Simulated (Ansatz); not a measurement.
**C2H4F2Ge: a ladder of functionals and wavefunction methods**

An exercise on one series of results from a longer session: the logs are not shown, and one member is left open.

Program: Ansatz 0.2.0, Gaussian basis. Level of theory: functionals in def2-TZVPP, the program's frozen cores in correlated methods. These are calculated values, not measurements.

Plan: PBE-D4, r2SCAN-D4, PBE0-D4, B3LYP-D4, ωB97X-V, ωB97M-V, B2PLYP; CCSD(T)/def2-TZVPP; MP2/def2-QZVPP; extrapolation to the limit.

## The relaxed structure

The geometry comes from an earlier relaxation with PBE0-D4 in a triple-zeta def2 set; it is a stationary point, not always the lowest conformer.

SMILES `FC(F)=[CH][GeH3]`, 9 atoms, charge 0, spin multiplicity 1.

Atoms are counted from 1 here; the program's logs count them from 0.

Bond lengths: F1–C2 1.314 Å, C2–F3 1.316 Å, C2–C4 1.316 Å, C4–Ge5 1.935 Å, C4–H6 1.082 Å, Ge5–H7 1.536 Å, Ge5–H8 1.536 Å, Ge5–H9 1.534 Å. Angles: F1–C2–F3 109.0°, F1–C2–C4 126.0°, F3–C2–C4 125.0°, C2–C4–Ge5 122.8°, C2–C4–H6 116.2°, Ge5–C4–H6 121.0°, C4–Ge5–H7 110.5°, C4–Ge5–H8 110.5°, C4–Ge5–H9 107.5°, H7–Ge5–H8 109.1°, H7–Ge5–H9 109.7°, H8–Ge5–H9 109.7°.

Coordinates:

```xyz
9

F     2.73700   -0.25444   -0.45904
C     1.42424   -0.31650   -0.47887
F     1.04700   -1.08771   -1.47680
C     0.60819    0.28942    0.35774
Ge   -1.31743    0.13279    0.24252
H     1.07306    0.89093    1.12792
H    -1.81837    0.65461   -1.11255
H    -1.74795   -1.33251    0.40717
H    -1.91724    0.97721    1.37471
```

The first run:

in.yaml reads:

```yaml
crystal:
  periodic: [false, false, false]
  atoms:
    - {symbol: F, position_ang: [2.736996, -0.254443, -0.459040]}
    - {symbol: C, position_ang: [1.424239, -0.316495, -0.478871]}
    - {symbol: F, position_ang: [1.046999, -1.087710, -1.476801]}
    - {symbol: C, position_ang: [0.608191, 0.289416, 0.357744]}
    - {symbol: Ge, position_ang: [-1.317430, 0.132790, 0.242518]}
    - {symbol: H, position_ang: [1.073056, 0.890928, 1.127918]}
    - {symbol: H, position_ang: [-1.818367, 0.654611, -1.112552]}
    - {symbol: H, position_ang: [-1.747946, -1.332511, 0.407170]}
    - {symbol: H, position_ang: [-1.917238, 0.977213, 1.374713]}
basis:
  gaussian: {orbitals: def2-TZVPP}
hamiltonian: {xc: pbe, dispersion: d4}
output: {forces: true, orbitals: {seedname: orbitals}}
```

On the command line:

```sh
$ ansatz run in.yaml --threads 4 --pin off --events-out ev --progress --plain --max-ram 10444MiB
```

Steps of the session up to this table: PBE-D4 (GGA); r2SCAN-D4 (meta-GGA); PBE0-D4 (hybrid); B3LYP-D4 (hybrid); ωB97X-V (range-separated); ωB97M-V (range-separated); B2PLYP (double hybrid); CCSD(T) in def2-TZVPP; MP2 in def2-QZVPP.

One of the session's tables, all rows but one given; the rest of the session is left out.

| method | atomisation energy (kJ/mol) |
| --- | --- |
| PBE-D4 | 3304.8 |
| r2SCAN-D4 | 3233.0 |
| PBE0-D4 | 3218.6 |
| B3LYP-D4 | 3194.9 |
| ωB97X-V | 3225.6 |
| ωB97M-V | ? |
| B2PLYP | 3172.0 |
| HF/def2-TZVPP | 2263.9 |
| MP2/def2-TZVPP | 3210.2 |
| CCSD/def2-TZVPP | 3079.3 |
| CCSD(T)/def2-TZVPP | 3139.0 |
| MP2/CBS | 3281.8 |
| CCSD(T)/CBS | 3210.7 |

Estimate the missing values for ωB97M-V.

**Answer.** atomisation energy (kJ/mol): 3210.3. In the column «atomisation energy (kJ/mol)» it lies between MP2/def2-TZVPP (3210.2) and CCSD(T)/CBS (3210.7).

Caveats from the session: Free atoms (2 F, 2 C, 1 Ge, 4 H) were run apart at each level; the atomisation energy is their sum less the molecule, without zero-point or spin-orbit terms.
